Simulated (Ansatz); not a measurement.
# CH₈OSiSn: one species, many methods

How much do the methods differ for CH₈OSiSn? The plan is to run it at one geometry with functionals of several rungs and with coupled cluster, and see how far each lands from CCSD(T) at the basis-set limit for the atomisation energy.

The runs use Ansatz 0.2.0, Gaussian basis; functionals in def2-TZVPP, the program's frozen cores in correlated methods.

Plan: PBE-D4, r2SCAN-D4, PBE0-D4, B3LYP-D4, ωB97X-V, ωB97M-V, B2PLYP; CCSD(T)/def2-TZVPP; MP2/def2-QZVPP; extrapolation to the limit.

### Step 1. The relaxed structure

All runs share one geometry, relaxed beforehand with PBE0-D4 in a triple-zeta def2 set. Sn takes the def2 core potential; no spin-orbit term is included.

SMILES `C[SiH](O)[SnH3]`, 12 atoms, charge 0, spin multiplicity 1.

Atoms are counted from 1 here; the program's logs count them from 0.

Bond lengths: C1–Si2 1.867 Å, C1–H5 1.093 Å, C1–H6 1.094 Å, C1–H7 1.093 Å, Si2–O3 1.655 Å, Si2–Sn4 2.578 Å, Si2–H8 1.486 Å, O3–H9 0.958 Å, Sn4–H10 1.709 Å, Sn4–H11 1.711 Å, Sn4–H12 1.715 Å. Angles: Si2–C1–H5 111.7°, Si2–C1–H6 110.2°, Si2–C1–H7 110.4°, H5–C1–H6 107.8°, H5–C1–H7 108.3°, H6–C1–H7 108.3°, C1–Si2–O3 112.2°, C1–Si2–Sn4 109.9°, C1–Si2–H8 109.7°, O3–Si2–Sn4 110.7°, O3–Si2–H8 104.5°, Sn4–Si2–H8 109.6°, Si2–O3–H9 117.8°, Si2–Sn4–H10 112.8°, Si2–Sn4–H11 112.0°, Si2–Sn4–H12 110.4°, H10–Sn4–H11 107.5°, H10–Sn4–H12 107.0° and more.

Coordinates:

```xyz
12
CH8OSiSn
C    -0.77271    1.62968   -0.17851
Si    0.01065    0.06805   -0.83817
O     1.50485    0.34540   -1.49440
Sn    0.15066   -1.70150    1.03119
H    -0.20670    2.04359    0.65965
H    -1.78763    1.42294    0.17284
H    -0.82950    2.38841   -0.96352
H    -0.79839   -0.46150   -1.96599
H     2.21894    0.57540   -0.89888
H     0.57508   -3.24986    0.44594
H    -1.32757   -1.85782    1.87887
H     1.33932   -1.25789    2.18498
```

### Step 2. PBE-D4 (GGA)

in.yaml

```yaml
crystal:
  periodic: [false, false, false]
  atoms:
    - {symbol: C, position_ang: [-0.772709, 1.629681, -0.178508]}
    - {symbol: Si, position_ang: [0.010647, 0.068052, -0.838172]}
    - {symbol: O, position_ang: [1.504852, 0.345399, -1.494403]}
    - {symbol: Sn, position_ang: [0.150660, -1.701499, 1.031185]}
    - {symbol: H, position_ang: [-0.206701, 2.043585, 0.659645]}
    - {symbol: H, position_ang: [-1.787631, 1.422945, 0.172839]}
    - {symbol: H, position_ang: [-0.829499, 2.388411, -0.963516]}
    - {symbol: H, position_ang: [-0.798393, -0.461496, -1.965990]}
    - {symbol: H, position_ang: [2.218942, 0.575398, -0.898879]}
    - {symbol: H, position_ang: [0.575079, -3.249858, 0.445944]}
    - {symbol: H, position_ang: [-1.327566, -1.857823, 1.878871]}
    - {symbol: H, position_ang: [1.339319, -1.257895, 2.184984]}
basis:
  gaussian: {orbitals: def2-TZVPP}
hamiltonian: {xc: pbe, dispersion: d4}
output: {forces: true, orbitals: {seedname: orbitals}}
```

Launch:

```console
> ansatz run in.yaml --threads 4 --pin off --events-out ev --progress --plain --max-ram 10444MiB
```

After this run come: r2SCAN-D4 (meta-GGA); PBE0-D4 (hybrid); B3LYP-D4 (hybrid); ωB97X-V (range-separated); ωB97M-V (range-separated); B2PLYP (double hybrid); CCSD(T) in def2-TZVPP; MP2 in def2-QZVPP.

**Question.** What will the summary of the whole plan be? Wanted: atomisation energy, CCSD(T)/CBS; farthest; mean size of error, hybrid; mean size of error, range-separated; gap, smallest and largest; T1 diagnostic; triples share of the correlation energy.

As calculated:

```
                               quantity                                          value
        atomisation energy, CCSD(T)/CBS                                  3869.7 kJ/mol
 functionals within 38.7 kJ/mol (1.0 %)  PBE-D4, r2SCAN-D4, B3LYP-D4, ωB97X-V, ωB97M-V
                               farthest                          B2PLYP (-81.4 kJ/mol)
             mean size of error, hybrid                                    48.0 kJ/mol
    mean size of error, range-separated                                     9.8 kJ/mol
              gap, smallest and largest           5.16 eV (PBE-D4), 11.17 eV (ωB97X-V)
                          T1 diagnostic                                         0.0126
triples share of the correlation energy                                          3.2 %
```

**Reading.** PBE-D4 is off by -24.7 kJ/mol. Double hybrids carry the basis error of their MP2 part in triple zeta, and no dispersion term here, so their miss is partly the set-up's. Misses under about 38.7 kJ/mol are within the doubt on the reference itself, which lacks core-valence correlation, spin-orbit coupling and higher excitations, and its outer-core shells are covered unevenly. All levels share the lack of spin-orbit coupling, which lowers the free heavy atoms and so the true binding. Hartree-Fock recovers 73 % of the binding; the rest is correlation. Orbital gaps span 5.2 to 11.2 eV; exact exchange widens them. Correlated methods include outer-core shells of Sn, which these sets cover unevenly.
